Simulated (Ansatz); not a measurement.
**CH₄As (doublet): wave-function methods side by side at a displaced geometry (v1), cc-pVDZ**

One table from this session's results is given with a row withheld; the runs are named, their logs left out.

Computed with Ansatz 0.2.0, Gaussian basis. Level: cc-pVDZ, core rule «outside noble gas», up to 15 orbitals frozen.

Plan: UHF; CCSD(T) on ROHF; CCSD(T) on UHF; BCCD(T) on ROHF; CISD; CCSDT(Q) on ROHF; CCSDT(Q) on UHF.

19 further runs of the same task are left out: 1 for a known fault of the program, 7 that didn't finish, 11 set aside as unsound or not needed.

### What is computed

The geometry is a PBE0/def2-TZVP stationary point (not a proven minimum) with its atoms shifted at random (size 0.040 Å). No spin-orbit coupling is included. The filled d shell of As may be among the frozen orbitals whatever the setting's name suggests; the logs give the count.

6 atoms, charge 0, spin multiplicity 2.

Atoms are counted from 1 here; the program's logs count them from 0.

Bond lengths: C1–As2 1.978 Å, C1–H3 1.015 Å, C1–H4 1.064 Å, C1–H5 0.990 Å, As2–H6 1.534 Å. Angles: As2–C1–H3 108.4°, As2–C1–H4 108.7°, As2–C1–H5 107.7°, H3–C1–H4 107.2°, H3–C1–H5 108.6°, H4–C1–H5 116.1°, C1–As2–H6 95.7°.

Set-up of the first run:

in.yaml reads:

```yaml
crystal:
  periodic: [false, false, false]
  atoms:
    - {symbol: C, position_ang: [0.002247, -0.018503, 1.642042]}
    - {symbol: As, position_ang: [0.001414, 0.023939, -0.335466]}
    - {symbol: H, position_ang: [-0.836962, -0.497402, 1.952626]}
    - {symbol: H, position_ang: [-0.053399, 0.980676, 2.004697]}
    - {symbol: H, position_ang: [0.790557, -0.544037, 1.930939]}
    - {symbol: H, position_ang: [-0.032073, -1.498148, -0.519283]}
basis:
  gaussian: {orbitals: cc-pVDZ}
magnetization: {spin_polarized: true, initial_magnetization: 1}
hamiltonian: {xc: hf}
output: {orbitals: {seedname: orbitals}}
```

Launch:

```console
$ ansatz run in.yaml --threads 1 --pin off --events-out ev --progress --plain --max-ram 2393MiB
```

Steps of the session up to this table: UHF; CCSD(T) on ROHF; CCSD(T) on UHF; BCCD(T) on ROHF; CISD; CCSDT(Q) on ROHF; CCSDT(Q) on UHF.

One of the session's tables, all rows but one given; the rest of the session is left out.

It belongs to the step «Misses and costs». 

```
   method  from UCCSDT(Q) (meV)
     ROHF               +7797.4
      UHF               +7685.5
     RMP2               +1188.3
     UMP2               +1197.2
     CISD                +864.4
    RCCSD                +227.6
    UCCSD                +222.5
 RCCSD(T)                 +34.5
 UCCSD(T)                     ?
  BCCD(T)                 +34.0
   RCCSDT                 +13.3
   UCCSDT                 +10.4
RCCSDT(Q)                  +3.0
UCCSDT(Q)                     0
```

Q: Estimate the row for UCCSD(T) from the others.

The run gave: from UCCSDT(Q) (meV): +31.7. In the column «from UCCSDT(Q) (meV)» it lies between RCCSDT (+13.3) and BCCD(T) (+34.0).

To keep in mind: Restricted and unrestricted rows rest on different reference determinants; where their highest levels disagree by more than a few hundredths of an eV, they describe different states and don't form one ladder.
